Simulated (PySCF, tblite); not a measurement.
**C₈H₁₇P: geometry, infrared bands and NMR shifts**

What infrared bands and NMR shifts should C₈H₁₇P (`C=CP(CC)CC(C)C`) show?

Programs: tblite 0.8.0 and PySCF 2.14.0, with density-fitted response routines of our own. Each step states its level of theory. These are calculated values for one molecule in the gas phase, unless marked as measured. Atoms count from 0, in the outputs and in this text.

### Step 1. The starting structure

26 atoms, charge 0, multiplicity 1; geometry from: force field or distance geometry start.

Bonds of the start (Å): C0–C1 1.33, C1–P2 1.85, P2–C3 1.87, C3–C4 1.51, P2–C5 1.84, C5–C6 1.54, C6–C7 1.54, C6–C8 1.54, C0–H9 1.09, C0–H10 1.09, C1–H11 1.09, C3–H12 1.09, C3–H13 1.09, C4–H14 1.10, C4–H15 1.09, C4–H16 1.10, C5–H17 1.09, C5–H18 1.09, C6–H19 1.10, C7–H20 1.09, C7–H21 1.09, C7–H22 1.10, C8–H23 1.10, C8–H24 1.09, C8–H25 1.09.

### Step 2. Optimising the geometry with GFN2-xTB

Job settings and geometry (Å):

```
{"job": {"kind": "relax", "xc": "GFN2-xTB", "basis": "xTB"}, "charge": 0, "multiplicity": 1}
C     -2.800700    -1.668700     1.141200
C     -1.621500    -1.435400     0.571300
P     -1.053900     0.301500     0.310000
C     -1.959200     0.674200    -1.281400
C     -1.680500     2.067700    -1.779800
C      0.643700     0.013700    -0.352600
C      1.663300    -0.418400     0.720300
C      2.043400     0.731300     1.671600
C      2.935200    -0.957500     0.049400
H     -3.153400    -2.682000     1.326100
H     -3.476000    -0.863000     1.441800
H     -0.991300    -2.287900     0.313500
H     -1.695000    -0.066200    -2.030100
H     -3.031100     0.569300    -1.097200
H     -0.625800     2.217400    -2.034500
H     -2.264000     2.258700    -2.683300
H     -1.954900     2.833700    -1.045900
H      1.001200     0.928000    -0.831000
H      0.587900    -0.745800    -1.129300
H      1.250000    -1.235400     1.333800
H      2.449700     1.582200     1.118300
H      2.787600     0.402200     2.395700
H      1.176900     1.089500     2.246100
H      2.691800    -1.818300    -0.593800
H      3.660900    -1.281700     0.798000
H      3.394600    -0.186300    -0.565000
```

Command:

```
$ OMP_NUM_THREADS=1 python probes_run.py task.json out
```

One launch serves the whole session: the jobs run in the order shown.

**Question.** This job is followed by: GFN2-xTB harmonic vibrations, gas phase; GIAO PBE0/pcSseg-1 NMR shielding, non-relativistic, gas phase. Predict these results of the whole session: strongest single infrared mode (GFN2-xTB); zero-point energy (GFN2-xTB); ¹³C shifts against TMS (PBE0/pcSseg-1, means over atoms taken as alike); ¹H shifts against TMS (PBE0/pcSseg-1, means over atoms taken as alike); ³¹P shifts against H3PO4 (PBE0/pcSseg-1).

**Answer**, as computed:

| quantity | value |
| --- | --- |
| strongest single infrared mode (GFN2-xTB) | 3028 cm⁻¹, 79 km/mol |
| zero-point energy (GFN2-xTB) | 142.9 kcal/mol |
| ¹³C shifts against TMS (PBE0/pcSseg-1, means over atoms taken as alike) | 155.1, 135.4, 44.4, 35.0, 29.3, 26.1, 13.3 ppm |
| ¹H shifts against TMS (PBE0/pcSseg-1, means over atoms taken as alike) | 6.57, 6.13, 5.89, 1.54, 1.47, 1.32, 1.15, 1.12 ppm |
| ³¹P shifts against H3PO4 (PBE0/pcSseg-1) | -52.0 ppm |

The optimisation took 52 steps and gained 0.109 eV; among the close pairs (by a distance rule), C1–P2 changed most, from 1.846 to 1.827 Å. The lowest mode is imaginary (29i cm⁻¹), so the xTB geometry is not a minimum. Unscaled tight-binding wavenumbers are off by several per cent, some by more. Its intensities can rank the bands wrongly. The most deshielded carbon is C1 (alkene CH), at 155.1 ppm: the olefinic region. The most deshielded hydrogen is H11 (hydrogen on an alkene CH), at 6.57 ppm: a vinylic proton, deshielded by the sp2 carbon and the C=C anisotropy.
